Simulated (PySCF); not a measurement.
# PBr3 (phosphorus tribromide) at 4 levels

Aim: a comparison of 4 runs (HF/STO-3G, HF/3-21G, B3LYP/6-31G*, SCS-MP2/cc-pVDZ) of PBr3 (phosphorus tribromide). 

The calculation is run with PySCF 2.14.0.

2 further runs of the same task are left out: 2 set aside as unsound or not needed.

**1. The system as given**

PBr3 has 4 atoms, charge 0, and is taken as a singlet. As SMILES, `BrP(Br)Br`. One bond was lengthened or shortened from a relaxed shape.

Bond lengths: Br1–P2 2.223 Å, P2–Br3 2.556 Å, P2–Br4 2.223 Å. Angles: Br1–P2–Br3 101.3°, Br1–P2–Br4 101.3°, Br3–P2–Br4 101.3°.

**2. A single-point energy at HF/STO-3G (run 1)**

run.py

```python
from pyscf import gto

system = gto.Mole()
system.atom = '''
Br  -0.473550   0.617395   2.006586
P   -0.914480  -0.248905   0.007566
Br   1.282150  -1.446880  -0.516700
Br  -0.753710   1.547175  -1.292274
'''
system.verbose = 3
system.basis = 'sto-3g'
system.max_memory = 1860
system.charge = 0
system.spin = 0
system.build()

myscf = system.RHF()
myscf.conv_tol = 1e-10
myscf.kernel()
if not myscf.converged:
    myscf = myscf.newton().run(myscf.mo_coeff, myscf.mo_occ)

energy = myscf.e_tot
print('Final energy', energy)
```

Started as:

```console
OMP_NUM_THREADS=1 python run.py
```

The program printed:

```text
converged SCF energy = -7970.95501644021
Final energy -7970.955016440205
```

Run time: 1.6 s. Hardware: 1 thread of Intel Xeon at 2.70GHz, shared host; peak memory 0.13 GiB.

**3. The energy at HF/3-21G (run 2)**

run.py

```python
from pyscf import gto, scf

molecule = gto.M(
    atom='''
Br    -0.894880     1.166707     3.791898
P     -1.728117    -0.470362     0.014298
Br     2.422912    -2.734207    -0.976421
Br    -1.424305     2.923737    -2.442044
''',
    unit='bohr',
    basis='3-21g',
    max_memory=1860,
    spin=0,
    verbose=4,
)

hf = scf.RHF(molecule)
hf.conv_tol = 1e-10
hf.kernel()
if not hf.converged:
    hf = hf.newton().run(hf.mo_coeff, hf.mo_occ)

energy = hf.e_tot
print('E = %.10f Eh' % energy)
```

Started as:

```console
OMP_NUM_THREADS=1 python run.py
```

The program printed:

```text
PySCF version 2.14.0

[... 62 lines left out ...]
converged SCF energy = -8019.14361419994
E = -8019.1436141999 Eh
```

Wall time 1.7 s (1 thread of Intel Xeon at 2.70GHz, shared host); peak memory 0.14 GiB.

Run 3 isn't shown in full; the table further down has it.

**4. A single-point energy at SCS-MP2/cc-pVDZ (run 4)**

input.py

```python
from pyscf import gto, scf, mp

mol = gto.M(
    atom='''
Br      -0.473550       0.617395       2.006586
P       -0.914480      -0.248905       0.007566
Br       1.282150      -1.446880      -0.516700
Br      -0.753710       1.547175      -1.292274
''',
    max_memory=1860,
    basis='cc-pvdz',
    verbose=3,
    spin=0,
    charge=0,
)

hf = scf.RHF(mol)
hf.conv_tol = 1e-10
hf.kernel()
if not hf.converged:
    hf = hf.newton().run(hf.mo_coeff, hf.mo_occ)

pt = mp.MP2(hf, frozen=32).run()
e_final = hf.e_tot + 1.2 * pt.e_corr_os + pt.e_corr_ss / 3
print('E(%s) = %.9f' % ('SCS-MP2', e_final))
```

Started as:

```console
OMP_NUM_THREADS=1 python input.py
```

The program printed:

```text
converged SCF energy = -8057.93513656086
E(RMP2) = -8058.43622687445  E_corr = -0.501090313590606
E(SCS-RMP2) = -8058.41104779778  E_corr = -0.475911236920131
E(SCS-MP2) = -8058.411047798
```

It took 6.3 s on 1 thread of Intel Xeon at 2.70GHz, shared host; peak memory 0.26 GiB.

**5. The series**

```csv
run,level,integration grid,frozen core orbitals,energy (Eh),dipole moment (D) of the reference,HOMO energy (eV),LUMO energy (eV),wall time
1,HF/STO-3G,–,–,-7970.955016,1.92,-7.73,3.45,1.6 s
2,HF/3-21G,–,–,-8019.143614,1.62,-10.45,-0.53,1.7 s
3,B3LYP/6-31G* (spherical functions),5,–,-8063.023023,2.00,-7.88,-3.65,35 s
4,SCS-MP2/cc-pVDZ,–,32,-8058.411048,2.15,-10.54,-0.12,6.3 s
```

**6. Outcome**

| quantity | value |
| --- | --- |
| run 4: total energy | -8058.41105 Eh |
| run 4: dipole moment (Hartree–Fock density) | 2.15 D |
| run 4: HOMO energy (Hartree–Fock orbitals) | -10.54 eV |
| run 4: LUMO energy (Hartree–Fock orbitals) | -0.12 eV |
| run 4: HOMO–LUMO gap (Hartree–Fock orbitals) | 10.42 eV |
| run 4: correlation energy (32 core orbitals frozen) | -475.9 mEh |

Over runs 1, 2, 3 the dipole moment (its size) runs from 1.62 D (HF/3-21G) to 2.00 D (B3LYP/6-31G*). The two ends differ in method and basis. Over runs 1, 2, 3 the HOMO–LUMO gap runs from 4.23 eV (B3LYP/6-31G*) to 11.18 eV (HF/STO-3G). In run 1 the basis is minimal, so the values are rough. All runs together took 45 s, the longest 35 s.
